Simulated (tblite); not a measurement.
# C5H10OSi3: the cost of one run

Programs: tblite 0.8.0 and PySCF 2.14.0, with density-fitted response routines of our own. Each step states its level of theory. These are calculated values for one molecule in the gas phase, unless marked as measured. Atoms count from 0, in the outputs and in this text.

## (1) Starting geometry

19 atoms, charge 0, multiplicity 1; geometry from: force field or distance geometry start.

Bonds of the start (Å): C0–C1 1.20, C1–Si2 1.88, Si2–O3 1.66, O3–Si4 1.65, Si2–Si5 2.33, Si5–C6 1.88, C6–C7 1.21, C7–C8 1.46, C0–H9 1.07, Si2–H10 1.50, Si4–H11 1.48, Si4–H12 1.48, Si4–H13 1.47, Si5–H14 1.49, Si5–H15 1.48, C8–H16 1.09, C8–H17 1.09, C8–H18 1.09.

## (2) Relaxing the molecule with GFN2-xTB

The job: settings as JSON, then the geometry in Å.

```
{"job": {"kind": "relax", "xc": "GFN2-xTB", "basis": "xTB"}, "charge": 0, "multiplicity": 1}
C     -3.411700    -3.386900    -0.276200
C     -2.729700    -2.400700    -0.262800
Si    -1.638100    -0.870400    -0.206300
O     -1.738600    -0.085600     1.249100
Si    -1.079800     1.214800     2.031700
Si     0.547900    -1.487400    -0.730300
C      1.624600     0.053900    -0.802100
C      2.315500     1.041200    -0.835300
C      3.151700     2.232700    -0.886800
H     -4.046300    -4.251100    -0.287200
H     -2.134900     0.074100    -1.254600
H      0.334400     0.921800     2.347100
H     -1.160600     2.403100     1.147100
H     -1.817400     1.480800     3.276300
H      1.076200    -2.409000     0.311100
H      0.591000    -2.186400    -2.029100
H      4.180300     2.004000    -0.609500
H      2.774000     2.991600    -0.195300
H      3.151900     2.668900    -1.888100
```

Started as:

```
$ OMP_NUM_THREADS=1 python probes_run.py task.json out
```

The driver reads the jobs from task.json and runs them one after another.

**Question.** How long does this first job take on 1 thread of Arm Neoverse N1, shared host?

About 2.2 s.
